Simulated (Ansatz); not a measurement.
# C2H2SSe: the cost of one run

Method: RKS r2SCANh-D4/def2-SVP, in Ansatz 0.2.0.

## Step 1: The starting structure

Bond lengths: S1–C2 1.481 Å, C2–C3 1.472 Å, C2–Se4 2.032 Å, C3–Se4 1.701 Å, C3–H5 1.140 Å, C3–H6 1.130 Å. Angles: S1–C2–C3 147.4°, S1–C2–Se4 152.2°, C3–C2–Se4 55.4°, C2–C3–Se4 79.3°, C2–C3–H5 112.0°, C2–C3–H6 113.2°, Se4–C3–H5 113.7°, Se4–C3–H6 116.8°, H5–C3–H6 116.2°, C2–Se4–C3 45.4°.

Coordinates:

```xyz
6

S    -0.2271   -2.2314    0.3271
C    -0.3875   -0.7728    0.1249
C     0.2650    0.5407    0.0053
Se   -1.1870    0.8313   -0.8323
H     1.1834    0.5022   -0.6689
H     0.3953    1.0659    0.9978
```

## Step 2: Relaxing end A

input.yaml reads:

```yaml
crystal:
  periodic: [false, false, false]
  atoms:
    - { symbol: S, position_ang: [-0.2271, -2.2314, 0.3271] }
    - { symbol: C, position_ang: [-0.3875, -0.7728, 0.1249] }
    - { symbol: C, position_ang: [0.265, 0.5407, 0.0053] }
    - { symbol: Se, position_ang: [-1.187, 0.8313, -0.8323] }
    - { symbol: H, position_ang: [1.1834, 0.5022, -0.6689] }
    - { symbol: H, position_ang: [0.3953, 1.0659, 0.9978] }
basis:
  gaussian: { orbitals: def2-SVP }
hamiltonian:
  xc: r2scanh
  dispersion: d4
relax:
  f_tol: 0.02
  max_steps: 50
output:
  orbitals: {}
```

The run is started by

```bash
ansatz run input.yaml --threads 2 --pin off --max-ram 3072MiB --backend cpu --events-out ev --progress --plain --runs-dir out
```

**Question.** How long does this run take on 2 threads of Arm Neoverse V2, shared host, and how much memory does it need?

About 31 s, with a peak of 0.2 GiB.
